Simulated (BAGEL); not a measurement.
**A workflow on AlSiH5O2 (SMILES O[SiH2][O][AlH2])**

Wanted: a single-point energy (HF/6-31G*), then the energy (NEVPT2(2,2)/6-31G*), then the energy (CASPT2(2,2)/6-31G*) of AlSiH5O2. 

The results are computed with BAGEL 1.2.2.

2 further runs of the same task are left out: 2 set aside as unsound or not needed.

## Step 1: Starting point

AlSiH5O2 has 9 atoms, charge 0, and is taken as a singlet. SMILES: `O[SiH2][O][AlH2]`. One bond was lengthened or shortened from a relaxed shape.

Bond lengths: O1–Si2 1.642 Å, Si2–O3 1.619 Å, O3–Al4 1.683 Å, O1–H5 0.814 Å, Si2–H6 1.480 Å, Si2–H7 1.487 Å, Al4–H8 1.580 Å, Al4–H9 1.579 Å. Some angles: O1–Si2–O3 112.5°, Si2–O3–Al4 173.6°, O1–Si2–H6 104.7°, O1–Si2–H7 110.2°, O3–Si2–H6 110.1°, O3–Si2–H7 107.6°, Si2–O1–H5 117.9°, O3–Al4–H8 117.8°, O3–Al4–H9 118.1°, H6–Si2–H7 111.8°.

## Step 2: A single-point energy at HF/6-31G(d) (density fitting with svp-jkfit, spherical functions) (run 1)

File calc.json:

```json
{ "bagel" : [

{
  "title" : "molecule",
  "basis" : "6-31gs.json",
  "df_basis" : "svp-jkfit",
  "angstrom" : "true",
  "geometry" : [
    { "atom" : "O", "xyz" : [      -0.936926,       1.810864,      -0.885108 ] },
    { "atom" : "Si", "xyz" : [       0.031174,       1.178164,       0.279992 ] },
    { "atom" : "O", "xyz" : [       0.108974,      -0.437436,       0.210792 ] },
    { "atom" : "Al", "xyz" : [       0.183874,      -2.099036,      -0.047508 ] },
    { "atom" : "H", "xyz" : [      -1.740800,       1.705800,      -0.810900 ] },
    { "atom" : "H", "xyz" : [       1.364274,       1.764264,       0.018092 ] },
    { "atom" : "H", "xyz" : [      -0.479126,       1.546364,       1.627292 ] },
    { "atom" : "H", "xyz" : [      -1.101326,      -2.814236,      -0.623708 ] },
    { "atom" : "H", "xyz" : [       1.523774,      -2.849136,       0.318492 ] }
  ]
},

{ "title" : "hf" },

{ "title" : "print", "file" : "orbitals.molden", "orbitals" : "true" }

]}
```

The basis set 6-31G* is read from a file made from the Basis Set Exchange's data (not shown).

On the command line:

```bash
$ BAGEL_NUM_THREADS=1 BAGEL calc.json > calc.out
```

What it wrote:

```text
* using 1 threads per process

  ===============================================================
  ===============================================================

  *** Geometry ***

  { "atom" : "O", "xyz" : [     -1.770534,      3.422037,     -1.672612 ] },
  { "atom" : "Si", "xyz" : [      0.058910,      2.226407,      0.529108 ] },
  { "atom" : "O", "xyz" : [      0.205931,     -0.826634,      0.398339 ] },
  { "atom" : "Al", "xyz" : [      0.347472,     -3.966603,     -0.089777 ] },
  { "atom" : "H", "xyz" : [     -3.289635,      3.223495,     -1.532379 ] },
  { "atom" : "H", "xyz" : [      2.578104,      3.333976,      0.034189 ] },
  { "atom" : "H", "xyz" : [     -0.905417,      2.922204,      3.075136 ] },
  { "atom" : "H", "xyz" : [     -2.081205,     -5.318135,     -1.178637 ] },
  { "atom" : "H", "xyz" : [      2.879516,     -5.384087,      0.601863 ] },

  Number of auxiliary basis functions:      500

  Since a DF basis is specified, we compute 2- and 3-index integrals:
    o Being stored without compression. Storage requirement is 0.022 GB

  Number of basis functions:       74
  Number of electrons      :       48

    * METHOD: MOLECULE                             0.27

  *** RHF ***

  === Nuclear Repulsion ===
   210.4128079399

      * DIIS with orbital gradients will be used.

  === RHF iteration (6-31gs.json) ===
      0       -683.23660428          0.02751953           0.07
      1       -683.42350121          0.01918657           0.07
      2       -683.55725295          0.00156430           0.07
      3       -683.55857169          0.00073097           0.07
      4       -683.55879716          0.00009242           0.07
      5       -683.55880251          0.00001573           0.06
      6       -683.55880270          0.00000483           0.07
      7       -683.55880272          0.00000140           0.07
      8       -683.55880272          0.00000050           0.07
      9       -683.55880272          0.00000018           0.07
     10       -683.55880272          0.00000005           0.07
     11       -683.55880272          0.00000002           0.07
     12       -683.55880272          0.00000001           0.13
    * SCF iteration converged.

    * Permanent dipole moment:
           (    0.383506,     0.428772,    -0.250030) a.u.

    * METHOD: HF                                   1.11

    * METHOD: PRINT                                0.01

  ===============================================================
```

It took 1.6 s on 1 thread of Arm Neoverse V1, shared host; peak memory 0.11 GiB.

## Step 3: A single-point energy at NEVPT2(2,2)/6-31G(d) (density fitting with svp-jkfit, spherical functions) (run 2)

File input.json:

```json
{ "bagel": [

{
  "title": "molecule",
  "basis": "6-31gs.json",
  "df_basis": "svp-jkfit",
  "angstrom": true,
  "geometry": [
    { "atom": "O", "xyz": [      -0.936926,       1.810864,      -0.885108 ] },
    { "atom": "Si", "xyz": [       0.031174,       1.178164,       0.279992 ] },
    { "atom": "O", "xyz": [       0.108974,      -0.437436,       0.210792 ] },
    { "atom": "Al", "xyz": [       0.183874,      -2.099036,      -0.047508 ] },
    { "atom": "H", "xyz": [      -1.740800,       1.705800,      -0.810900 ] },
    { "atom": "H", "xyz": [       1.364274,       1.764264,       0.018092 ] },
    { "atom": "H", "xyz": [      -0.479126,       1.546364,       1.627292 ] },
    { "atom": "H", "xyz": [      -1.101326,      -2.814236,      -0.623708 ] },
    { "atom": "H", "xyz": [       1.523774,      -2.849136,       0.318492 ] }
  ]
},

{ "title": "hf" },

{ "title": "nevpt2", "nstate": 1, "nact": 2, "nclosed": 23, "active": [13, 33], "maxiter": 200, "natocc": true, "ncore": 12 },

{ "title": "print", "file": "orbitals.molden", "orbitals": true }

]}
```

The basis set 6-31G* is read from a file made from the Basis Set Exchange's data (not shown).

On the command line:

```bash
$ BAGEL_NUM_THREADS=1 BAGEL input.json > input.out
```

What it wrote:

```text
* using 1 threads per process

  ===============================================================
  ===============================================================

  *** Geometry ***

  { "atom" : "O", "xyz" : [     -1.770534,      3.422037,     -1.672612 ] },
  { "atom" : "Si", "xyz" : [      0.058910,      2.226407,      0.529108 ] },
  { "atom" : "O", "xyz" : [      0.205931,     -0.826634,      0.398339 ] },
[... 5 lines of this table left out ...]
  { "atom" : "H", "xyz" : [      2.879516,     -5.384087,      0.601863 ] },

  Number of auxiliary basis functions:      500

  Since a DF basis is specified, we compute 2- and 3-index integrals:
    o Being stored without compression. Storage requirement is 0.022 GB

[... 18 lines left out ...]
    * SCF iteration converged.
[... 1 line left out ...]
    * Permanent dipole moment:
[... 28 lines left out ...]
    * Second-order optimization converged. *

     guess   0:   closed 1.                   open ..

  === FCI iteration ===

      0  0      -683.55871554     1.07e-01      0.00
      1  0      -683.57439132     2.00e-03      0.00
      2  0 *    -683.57440101     3.54e-16      0.00

     * ci vector, state   0, <S^2> = 0.0000
       2.     0.9973323332
       .2    -0.0729946379

  === DF-NEVPT2 calculation ===

    * 3-index integral transformation done
    * assembly done

      NEVPT2 correlation energy:   -0.4585152680      0.12

          (+0)     -0.3919026327
          (+0)'    -0.0316542564
          (+1)     -0.0035146753
          (+1)'    -0.0000000000
          (+2)     -0.0003838637
          (-1)     -0.0261946058
          (-1)'     0.0000000000
          (-2)     -0.0048652342

      NEVPT2 total energy:       -684.0329162750

    * METHOD: NEVPT2                               4.57

    * METHOD: PRINT                                0.01

  ===============================================================
```

It took 6.3 s on 1 thread of Arm Neoverse V1, shared host; peak memory 0.14 GiB.

## Step 4: The energy at CASPT2(2,2)/6-31G(d) (density fitting with svp-jkfit, spherical functions) (run 3)

input.json: that of step 3 with these lines changed.

```diff
@@ -20,7 +20,33 @@
 
-{ "title": "hf" },
+{
+  "title": "hf"
+},
 
-{ "title": "nevpt2", "nstate": 1, "nact": 2, "nclosed": 23, "active": [13, 33], "maxiter": 200, "natocc": true, "ncore": 12 },
+{
+  "title": "casscf",
+  "nstate": 1,
+  "nact": 2,
+  "nclosed": 23,
+  "nspin": 0,
+  "active": [13, 33],
+  "maxiter": 200,
+  "natocc": true
+},
 
-{ "title": "print", "file": "orbitals.molden", "orbitals": true }
+{
+  "title": "print",
+  "file": "orbitals.molden",
+  "orbitals": true
+},
+
+{
+  "title": "smith",
+  "method": "caspt2",
+  "ms": true,
+  "xms": true,
+  "sssr": true,
+  "shift": 0.2,
+  "shift_imag": true,
+  "ncore": 12
+}
```

The basis set 6-31G* is read from a file made from the Basis Set Exchange's data (not shown).

On the command line:

```bash
$ BAGEL_NUM_THREADS=1 BAGEL input.json > input.out
```

What it wrote:

```text
* using 1 threads per process

  ===============================================================
  ===============================================================

  *** Geometry ***

  { "atom" : "O", "xyz" : [     -1.770534,      3.422037,     -1.672612 ] },
  { "atom" : "Si", "xyz" : [      0.058910,      2.226407,      0.529108 ] },
  { "atom" : "O", "xyz" : [      0.205931,     -0.826634,      0.398339 ] },
[... 5 lines of this table left out ...]
  { "atom" : "H", "xyz" : [      2.879516,     -5.384087,      0.601863 ] },

  Number of auxiliary basis functions:      500

  Since a DF basis is specified, we compute 2- and 3-index integrals:
    o Being stored without compression. Storage requirement is 0.022 GB

[... 18 lines left out ...]
    * SCF iteration converged.
[... 1 line left out ...]
    * Permanent dipole moment:
[... 27 lines left out ...]
    * Second-order optimization converged. *
[... 9 lines left out ...]
     * ci vector, state   0, <S^2> = 0.0000
[... 16 lines left out ...]
    * Zeroth order energy : state  0       -1.8398698749
[... 4 lines left out ...]
       #      aibj      arbs      arbi      airj      risj      airs      arst      rist         Etot      error   time
[... 10 lines left out ...]
      ------------------------------------------------------------------------------------------------------------------

    * CASPT2 energy : state  0     -684.0348423394
        w/o shift correction       -684.0327940767
        reference weight              0.8760138181

    * METHOD: SMITH                                0.60

  ===============================================================
```

It took 6.3 s on 1 thread of Arm Neoverse V1, shared host; peak memory 0.14 GiB.

## Step 5: Summary of results

| quantity | value |
| --- | --- |
| run 1, HF/6-31G*: total energy | -683.55880 Eh |
| run 1, HF/6-31G*: dipole moment | 1.59 D |
| run 1, HF/6-31G*: HOMO energy | -11.56 eV |
| run 1, HF/6-31G*: LUMO energy | 1.52 eV |
| run 1, HF/6-31G*: HOMO–LUMO gap | 13.09 eV |
| run 2, NEVPT2(2,2)/6-31G*: total energy | -684.03292 Eh |
| run 3, CASPT2(2,2)/6-31G*: total energy | -684.03484 Eh |
